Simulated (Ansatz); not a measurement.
# C2H8O3SeZr: vertical ionisation energy

The task here is to estimate one member of a computed series from the others.

Computed with Ansatz 0.2.0, Gaussian basis. Level: unrestricted cation, the program's frozen cores in correlated methods.

The runs, in order: UKS PBE-D4/def2-TZVPP; UKS r2SCAN-D4/def2-TZVPP; UKS PBE0-D4/def2-TZVPP; UKS B3LYP-D4/def2-TZVPP; UKS wB97X-V/def2-TZVPP; UKS wB97M-V/def2-TZVPP; UKS B2PLYP/def2-TZVPP; UHF-MP2/def2-TZVPP; UHF-MP2/def2-QZVPP; then −ε(HOMO) from the neutral's earlier runs with LDA (SPW92), PBE-D4, revPBE-D4, BLYP-D4, r2SCAN-D4, B97M-V, PBE0-D4, B3LYP-D4, r2SCANh-D4, r2SCAN0-D4, HSE06-D4, BHLYP-D4, CAM-B3LYP-D4, LC-ωPBE, ωB97X-V, ωB97M-V.

2 further runs of the same task are left out: 1 for a known fault of the program, 1 that didn't finish.

**The geometry**

An earlier PBE0-D4 in a triple-zeta def2 set relaxation fixed the geometry. Zr takes the def2 core potential; no spin-orbit term is included.

SMILES `C[O][Zr]([OH])([SeH])[O]C`, 15 atoms, charge 0, spin multiplicity 1.

Atoms are counted from 1 here; the program's logs count them from 0.

Bond lengths: C1–O2 1.390 Å, C1–H8 1.094 Å, C1–H9 1.095 Å, C1–H10 1.095 Å, O2–Zr3 1.904 Å, Zr3–O4 1.920 Å, Zr3–Se5 2.626 Å, Zr3–O6 1.908 Å, O4–H11 0.952 Å, Se5–H12 1.472 Å, O6–C7 1.388 Å, C7–H13 1.095 Å, C7–H14 1.095 Å, C7–H15 1.095 Å. Angles: O2–C1–H8 110.0°, O2–C1–H9 110.6°, O2–C1–H10 110.7°, H8–C1–H9 108.4°, H8–C1–H10 108.4°, H9–C1–H10 108.6°, C1–O2–Zr3 172.5°, O2–Zr3–O4 113.0°, O2–Zr3–Se5 104.0°, O2–Zr3–O6 110.7°, O4–Zr3–Se5 110.3°, O4–Zr3–O6 109.4°, Se5–Zr3–O6 109.3°, Zr3–O4–H11 171.9°, Zr3–Se5–H12 90.2°, Zr3–O6–C7 179.1°, O6–C7–H13 110.6°, O6–C7–H14 110.3° and more.

Set-up of the first run:

Input file in.yaml:

```yaml
crystal:
  periodic: [false, false, false]
  atoms:
    - {symbol: C, position_ang: [-2.325480, 1.750599, 0.456489]}
    - {symbol: O, position_ang: [-1.533416, 0.662161, 0.109106]}
    - {symbol: Zr, position_ang: [-0.307566, -0.768178, -0.170165]}
    - {symbol: O, position_ang: [-0.578839, -2.234198, 1.040012]}
    - {symbol: Se, position_ang: [-0.769261, -1.527097, -2.641732]}
    - {symbol: O, position_ang: [1.491886, -0.151633, -0.027120]}
    - {symbol: C, position_ang: [2.796082, 0.314866, 0.066483]}
    - {symbol: H, position_ang: [-3.037467, 1.967087, -0.345855]}
    - {symbol: H, position_ang: [-2.889124, 1.540192, 1.371210]}
    - {symbol: H, position_ang: [-1.709300, 2.640342, 0.622368]}
    - {symbol: H, position_ang: [-0.769276, -2.870668, 1.721471]}
    - {symbol: H, position_ang: [0.161891, -2.654752, -2.474842]}
    - {symbol: H, position_ang: [3.376454, -0.300844, 0.761963]}
    - {symbol: H, position_ang: [3.282301, 0.282379, -0.914081]}
    - {symbol: H, position_ang: [2.811134, 1.349734, 0.424714]}
basis:
  gaussian: {orbitals: def2-TZVPP}
total_charge: 1
magnetization: {spin_polarized: true, initial_magnetization: 1}
hamiltonian: {xc: pbe, dispersion: d4}
```

On the command line:

```bash
$ ansatz run in.yaml --threads 2 --pin off --events-out ev --progress --plain --max-ram 22528MiB --backend cuda --devices 0, --max-vram 18GiB
```

Steps of the session up to this table: Cation, UKS PBE-D4/def2-TZVPP; Cation, UKS r2SCAN-D4/def2-TZVPP; Cation, UKS PBE0-D4/def2-TZVPP; Cation, UKS B3LYP-D4/def2-TZVPP; Cation, UKS wB97X-V/def2-TZVPP; Cation, UKS wB97M-V/def2-TZVPP; Cation, UKS B2PLYP (frozen core)/def2-TZVPP; Cation, UHF-MP2/def2-TZVPP; Cation, UHF-MP2/def2-QZVPP.

One of the session's tables, all rows but one given; the rest of the session is left out.

It belongs to the step «Ionisation energies side by side». Orbital estimates, from the neutral's runs:

| functional | −ε(HOMO) (eV) |
| --- | --- |
| LDA (SPW92) | 5.47 |
| PBE-D4 | 5.32 |
| revPBE-D4 | 5.26 |
| BLYP-D4 | 5.14 |
| r2SCAN-D4 | 5.60 |
| B97M-V | 5.64 |
| PBE0-D4 | 6.45 |
| B3LYP-D4 | 6.21 |
| r2SCANh-D4 | 6.01 |
| r2SCAN0-D4 | 6.64 |
| HSE06-D4 | 6.06 |
| BHLYP-D4 | 7.42 |
| CAM-B3LYP-D4 | 7.68 |
| LC-ωPBE | 9.01 |
| ωB97X-V | ? |
| ωB97M-V | 8.57 |

Estimate the missing values for ωB97X-V.

The run gave: −ε(HOMO) (eV): 8.69. In the column «−ε(HOMO) (eV)» it lies between ωB97M-V (8.57) and LC-ωPBE (9.01).
